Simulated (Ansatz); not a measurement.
Runs of Ansatz 0.2.0 on Sb. The cell holds a sheet with vacuum, 2 atoms: a = 3.231 Å, b = 3.110 Å, c = 31.360 Å, α = 90.00°, β = 90.00°, γ = 90.00°. The cell was built by a generator and needn't be a form met in nature.

```tsv
task	level	cutoff (eV)	basis error allowed	gap on the mesh (eV)	largest force (eV/Å)	work function (eV)
single point	PBEsol	192	0.002 eV/atom	none	0.17	(a)
projected density of states	PBE	192	0.002 eV/atom	-	0.05	3.88
single point	PBE	209	0.001 eV/atom	none	0.05	3.88
single point	PBE	192	0.002 eV/atom	none	0.05	3.88
single point	LDA	192	0.002 eV/atom	none	0.28	4.15
```

Alike in all rows: potentials or basis all-electron LAPW, scalar-relativistic; no spin polarisation; cell as given; k mesh 8 × 9 × 1; smearing fermi-dirac 0.05 eV.

**Question.** Fill in the values left out.

**Answer.** (a) 3.97.

Caveats: spin-orbit coupling is left out, which moves the levels of the heavy elements (some runs); the density of states is complete only up to the lowest level of the last band computed (some runs).

A k mesh can miss the band edges, and the runs leave out spin-orbit coupling on Sb.

A gap of «none» marks a metal or a gap under the smearing width.
